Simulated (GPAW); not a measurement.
Ta4NiO11:

```
CELL_PARAMETERS angstrom
1.95495 -14.82973 0.00000
1.95495 14.82973 0.00000
0.00000 0.00000 3.88590
ATOMIC_POSITIONS crystal
Ta 0.20437 0.79563 0.00000
Ta 0.92451 0.07549 0.00000
Ta 0.07549 0.92451 0.00000
Ta 0.79563 0.20437 0.00000
Ni 0.50000 0.50000 0.00000
O 0.13987 0.86013 0.00000
O 0.72107 0.27893 0.00000
O 0.43645 0.56355 0.00000
O 0.56355 0.43645 0.00000
O 0.00000 0.00000 0.00000
O 0.86013 0.13987 0.00000
O 0.27893 0.72107 0.00000
O 0.92790 0.07210 0.50000
O 0.07210 0.92790 0.50000
O 0.79436 0.20564 0.50000
O 0.20564 0.79436 0.50000
```

The cell was built by a generator and needn't be a form met in nature.

Base run:

| Property | Result |
| --- | --- |
| Program | GPAW 26.7.0 |
| Functional | r2SCAN |
| Potentials or basis | GPAW PAW data sets (gpaw-data 1.2.1) |
| Cutoff | 800 eV |
| Basis | pw |
| k mesh | 5 × 5 × 5 |
| Occupations | fermi-dirac, width 0.05 eV |
| Spin | collinear spin, ferromagnetic start |
| Starting moments | [0.0, 0.0, 0.0, 0.0, 1.0, 0.0, 0.0, 0.0, 0.0, 0.0, 0.0, 0.0, 0.0, 0.0, 0.0, 0.0] μB |

Its results: pressure -4.6 GPa; net moment 0.40 μB per cell; site moments Ta +0.00; Ni +0.37; O +0.00, -0.00, +0.02 μB; largest force 0.069 eV/Å.

Problem. The run is repeated on the same cell with these changes: functional from r2SCAN to PBE; band points from 60 to 100. What comes out?

Solution. Pressure 1.1 GPa; net moment 0.40 μB per cell; site moments Ta -0.00; Ni +0.33; O -0.00, +0.05, +0.00 μB; largest force 0.123 eV/Å.

Caveats: the stock nickel data set gives pressures a few GPa off other programs; a cell with one magnetic atom can't hold antiferromagnetic order, which such compounds often take; the PAW data sets were made with another functional, which shifts forces and pressure a little (some runs).

Not every run made on this cell is shown here.
